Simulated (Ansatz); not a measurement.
# Be3I2: the cost of one run

Program: Ansatz 0.2.0. Level of theory: DFT PBE, scalar-relativistic, plane waves, PAW. These are calculated values, not measurements.

### Step 1. The structure to begin with

Symmetry: R-3c, No. 167, trigonal system. Conventional cell: a = 6.529 Å, b = 6.529 Å, c = 17.827 Å, α = 90.00°, β = 90.00°, γ = 120.00°. Be (site symmetry 2) is surrounded by 4 I at 2.54 to 2.70 Å. Around I (site symmetry 3) lie 6 Be at 2.54 to 2.70 Å.

Coordinates:

```xyz
10
Lattice="3.2647 1.8849 5.9423 -3.2647 1.8849 5.9423 0.0000 -3.7698 5.9423" Properties=species:S:1:pos:R:3 pbc="T T T"
Be   -1.2651   -1.8849    7.4278
Be    2.2649   -0.1531    7.4278
Be   -0.9998    2.0380    7.4278
Be    1.2651    1.8849   10.3989
Be   -2.2649    0.1531   10.3989
Be    0.9998   -2.0380   10.3989
I     0.0000    0.0000   15.1916
I     0.0000    0.0000   11.5485
I     0.0000    0.0000    2.6352
I     0.0000    0.0000    6.2782
```

This is candidate A: anti-corundum type (R-3c, No. 167).

(A quick probe on a coarse mesh, which set the mesh and smearing, is not shown.)

### Step 3. The relaxation (candidate A)

input.yaml reads:

```yaml
crystal:
  lattice:
    - [3.264703699, 1.8848775594, 5.9422509948]
    - [-3.264703699, 1.8848775594, 5.9422509948]
    - [0.0, -3.769755119, 5.9422509948]
  atoms:
    - { symbol: Be, position: [0.05625, 0.44375, 0.75] }
    - { symbol: Be, position: [0.75, 0.05625, 0.44375] }
    - { symbol: Be, position: [0.44375, 0.75, 0.05625] }
    - { symbol: Be, position: [0.94375, 0.55625, 0.25] }
    - { symbol: Be, position: [0.25, 0.94375, 0.55625] }
    - { symbol: Be, position: [0.55625, 0.25, 0.94375] }
    - { symbol: I, position: [0.85218, 0.85218, 0.85218] }
    - { symbol: I, position: [0.64782, 0.64782, 0.64782] }
    - { symbol: I, position: [0.14782, 0.14782, 0.14782] }
    - { symbol: I, position: [0.35218, 0.35218, 0.35218] }
basis:
  ecutwfc: 420
kpoints:
  mp_grid: { grid: [6, 6, 6] }
hamiltonian:
  xc: pbe
scf:
  occupations: { method: gaussian, width: 0.1 }
output:
  forces: true
  stress: true
  eigenvalues: true
relax:
  adjacent_minimum: "off"
  f_tol: 0.01
  max_steps: 80
  cell: { stress_tol: 0.05 }
```

The run is started by

```
$ ansatz run input.yaml --threads 1 --pin off --max-ram 2560MiB --backend cpu --events-out ev --progress --plain --runs-dir out
```

What time and memory should one allow on 1 thread of Intel Xeon 6975P-C (Granite Rapids), shared host?

About 8.3 min, with a peak of 0.99 GiB.
